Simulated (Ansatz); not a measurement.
# C3H9NOZn: the cost of one run

Method: the settings change from run to run; program: Ansatz 0.2.0, Gaussian basis.

## (1) The geometry

The geometry comes from an earlier relaxation with PBE0-D4 in a triple-zeta def2 set; it is a stationary point, not always the lowest conformer.

SMILES `CC(C)[O][Zn][NH2]`, 15 atoms, charge 0, spin multiplicity 1.

Atoms are counted from 1 here; the program's logs count them from 0.

Bond lengths: C1–C2 1.519 Å, C1–H7 1.093 Å, C1–H8 1.098 Å, C1–H9 1.092 Å, C2–C3 1.519 Å, C2–O4 1.402 Å, C2–H10 1.100 Å, C3–H11 1.098 Å, C3–H12 1.093 Å, C3–H13 1.092 Å, O4–Zn5 1.774 Å, Zn5–N6 1.810 Å, N6–H14 1.011 Å, N6–H15 1.011 Å. Angles: C2–C1–H7 111.7°, C2–C1–H8 110.2°, C2–C1–H9 110.3°, H7–C1–H8 107.7°, H7–C1–H9 108.5°, H8–C1–H9 108.3°, C1–C2–C3 111.5°, C1–C2–O4 111.5°, C1–C2–H10 108.0°, C3–C2–O4 111.5°, C3–C2–H10 108.0°, O4–C2–H10 106.1°, C2–C3–H11 110.2°, C2–C3–H12 111.7°, C2–C3–H13 110.3°, H11–C3–H12 107.7°, H11–C3–H13 108.3°, H12–C3–H13 108.5° and more.

## (2) CAM-B3LYP/def2-SVPD

Options: relativity set to none, the search for lower states set to light.

The input, in.yaml:

```yaml
crystal:
  periodic: [false, false, false]
  atoms:
    - {symbol: C, position_ang: [-0.527179, -1.242468, 1.153961]}
    - {symbol: C, position_ang: [0.661491, -0.308895, 1.003752]}
    - {symbol: C, position_ang: [1.578538, -0.753796, -0.122493]}
    - {symbol: O, position_ang: [0.251799, 1.021422, 0.838778]}
    - {symbol: Zn, position_ang: [-0.687783, 1.597979, -0.551638]}
    - {symbol: N, position_ang: [-1.633382, 2.436594, -1.847897]}
    - {symbol: H, position_ang: [-0.212347, -2.265161, 1.378860]}
    - {symbol: H, position_ang: [-1.107469, -1.269419, 0.222794]}
    - {symbol: H, position_ang: [-1.181961, -0.896512, 1.956011]}
    - {symbol: H, position_ang: [1.236676, -0.337822, 1.941370]}
    - {symbol: H, position_ang: [1.028702, -0.773840, -1.072344]}
    - {symbol: H, position_ang: [1.976302, -1.757317, 0.051564]}
    - {symbol: H, position_ang: [2.416370, -0.061448, -0.225324]}
    - {symbol: H, position_ang: [-1.206857, 2.469072, -2.763415]}
    - {symbol: H, position_ang: [-2.592911, 2.141620, -1.963978]}
basis:
  gaussian: {orbitals: def2-SVPD}
hamiltonian: {xc: {name: CAM-B3LYP}, pseudopotentials: {relativity: none}}
scf: {lower_state_search: light}
output: {forces: true}
```

Command:

```bash
> ansatz run in.yaml --threads 4 --pin off --events-out ev --progress --plain --max-ram 11315MiB
```

**Question.** How long does this run take on 4 threads of Arm Neoverse V2, shared host, and how much memory does it need?

About 7.5 s, with a peak of 0.92 GiB.
